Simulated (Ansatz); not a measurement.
# BrClH6N2OZr: the cost of one run

Method: RHF/def2-SVP, in Ansatz 0.2.0.

**1. The starting structure**

Bond lengths: Zr1–Cl2 2.870 Å, Zr1–O3 2.070 Å, O3–H4 1.010 Å, Zr1–N5 2.208 Å, N5–H6 1.060 Å, N5–H7 1.060 Å, Zr1–N8 2.208 Å, N8–H9 1.060 Å, N8–H10 1.060 Å, Zr1–Br11 3.000 Å. Angles (14 of 17 angles, heavy atoms first): Cl2–Zr1–O3 109.4°, Cl2–Zr1–N5 109.5°, Cl2–Zr1–N8 109.5°, Cl2–Zr1–Br11 71.6°, O3–Zr1–N5 109.5°, O3–Zr1–N8 109.5°, O3–Zr1–Br11 178.9°, N5–Zr1–N8 109.5°, N5–Zr1–Br11 70.0°, N8–Zr1–Br11 70.0°, Zr1–O3–H4 109.5°, Zr1–N5–H6 120.0°, Zr1–N5–H7 120.0°, Zr1–N8–H9 120.0°.

Coordinates:

```xyz
12

Zr    0.0000    0.0000    0.0000
Cl    0.0000    0.0000    2.8700
O     1.9520    0.0000   -0.6893
H     2.2684   -0.9521   -0.8060
N    -1.0409    1.8034   -0.7359
H    -2.0610    1.7482   -1.0186
H    -0.5204    2.7241   -0.8065
N    -1.0409   -1.8034   -0.7359
H    -1.5759   -2.4197   -0.0595
H    -1.0055   -2.0526   -1.7656
Br   -2.8470    0.0000    0.9460
H    -1.5885    0.0000    2.3396
```

**2. Pulling towards end A**

Springs on the bonds that form and break draw the guess towards this end; the thresholds are loose.

input.yaml reads:

```yaml
crystal:
  periodic: [false, false, false]
  atoms:
    - { symbol: Zr, position_ang: [0.0, 0.0, 0.0] }
    - { symbol: Cl, position_ang: [0.0, 0.0, 2.87] }
    - { symbol: O, position_ang: [1.952, 0.0, -0.6893] }
    - { symbol: H, position_ang: [2.2684, -0.9521, -0.806] }
    - { symbol: "N", position_ang: [-1.0409, 1.8034, -0.7359] }
    - { symbol: H, position_ang: [-2.061, 1.7482, -1.0186] }
    - { symbol: H, position_ang: [-0.5204, 2.7241, -0.8065] }
    - { symbol: "N", position_ang: [-1.0409, -1.8034, -0.7359] }
    - { symbol: H, position_ang: [-1.5759, -2.4197, -0.0595] }
    - { symbol: H, position_ang: [-1.0055, -2.0526, -1.7656] }
    - { symbol: Br, position_ang: [-2.847, 0.0, 0.946] }
    - { symbol: H, position_ang: [-1.5885, 0.0, 2.3396] }
basis:
  gaussian: { orbitals: def2-SVP }
hamiltonian:
  xc: hf
relax:
  f_tol: 0.15
  max_steps: 25
  restrain:
    - { distance: [0, 10], at: 3.9, k: 30.0 }
    - { distance: [11, 1], at: 2.57, k: 30.0 }
    - { distance: [0, 1], at: 2.52, k: 30.0 }
    - { distance: [11, 10], at: 1.55, k: 30.0 }
output:
  orbitals: {}
```

Started as:

```
ansatz run input.yaml --threads 4 --pin off --max-ram 5120MiB --backend cpu --events-out ev --progress --plain --runs-dir out
```

Q: Estimate wall time and peak memory on 4 threads of Arm Neoverse V2, shared host.

About 34 s, with a peak of 0.45 GiB.
